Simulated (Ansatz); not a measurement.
# Yttrium, bcc under LDA: structure, energy and stiffness

The plan for yttrium in the bcc structure: relax it, solve it on a dense k-mesh, switch on spin-orbit coupling, then scale the cell to 7 volumes from 88 to 112 % of the relaxed one and try a fit of the equation of state. The k-meshes are 11×11×11 for the relaxation; 19×19×19 for the dense run; 11×11×11 for spin-orbit coupling; 13×13×13 for the volumes.

This is Y in the bcc structure; at room conditions it is hcp.

Computed with Ansatz 0.2.0 (DFT LDA (PW92), plane waves (420 eV) with PAW, scalar-relativistic; PBE-made PAW files, unless a step says otherwise).

## Step 1: The system as given

The structure is cubic, space group Im-3m (No. 229). Conventional cell: a = 4.042 Å, b = 4.042 Å, c = 4.042 Å, α = 90.00°, β = 90.00°, γ = 90.00°. Y (site symmetry m-3m) has 8 Y at 3.50 Å as nearest neighbours.

As a file:

```
CELL_PARAMETERS angstrom
-2.02086 2.02086 2.02086
2.02086 -2.02086 2.02086
2.02086 2.02086 -2.02086
ATOMIC_POSITIONS crystal
Y 0.00000 0.00000 0.00000
```

## Step 2: Relaxing cell and atoms

Contents of input.yaml:

```yaml
crystal:
  lattice:
    - [-2.0208580385, 2.0208580385, 2.0208580385]
    - [2.0208580385, -2.0208580385, 2.0208580385]
    - [2.0208580385, 2.0208580385, -2.0208580385]
  atoms:
    - { symbol: "Y", position: [0.0, 0.0, 0.0] }
hamiltonian:
  xc: lda
  pseudopotentials:
    kind: paw
    azcp:
      "Y": "pseudopotentials/Y.paw.azcp"
basis:
  ecutwfc: 420
  fft_grid_basis: typed
kpoints:
  mp_grid: { grid: [11, 11, 11], shift: [0, 0, 0] }
magnetization:
  spin_polarized: false
scf:
  occupations: { method: fermi_dirac, width: 0.1 }
relax:
  max_steps: 60
  f_tol: 0.01
  cell: {}
output:
  write_density: true
  write_potential: true
  elf: true
  volumetric_format: npy
```

The runs that follow: Single point on a dense mesh; Spin-orbit coupling switched on; At 88 % of the relaxed volume; At 92 % of the relaxed volume; At 96 % of the relaxed volume; At 100 % of the relaxed volume; At 104 % of the relaxed volume; At 108 % of the relaxed volume; At 112 % of the relaxed volume.

Q: Predict the outcome of this session. Wanted: space group; conventional cell; volume; shortest distance; gap on the mesh; relative to hcp; V₀, B₀, B₀′.

As calculated:

| quantity | value |
| --- | --- |
| space group (spins left aside) | Im-3m (No. 229) |
| conventional cell | a = 3.914 Å |
| volume | 29.989 Å³/atom |
| shortest distance | 3.390 Å |
| gap on the mesh | none (levels filled in part) |
| relative to hcp | +130 meV/atom |
| V₀, B₀, B₀′ | 29.891 Å³/atom, 44 GPa, 3.0 |

In words: From the guessed start the volume shrank by 9.2 % in 5 steps. It lies 130 meV/atom above the element's reference form at the same level (hcp, from a run of its own). No gap shows: it is a metal or semimetal at this level. The total energy of the spin-orbit run lies -0.70 eV/atom from the scalar one, but the two kinds of run don't share a zero of energy: only differences within one kind count. B₀ comes out at 44 GPa. Relaxation kept the symmetry; phonons were not checked.
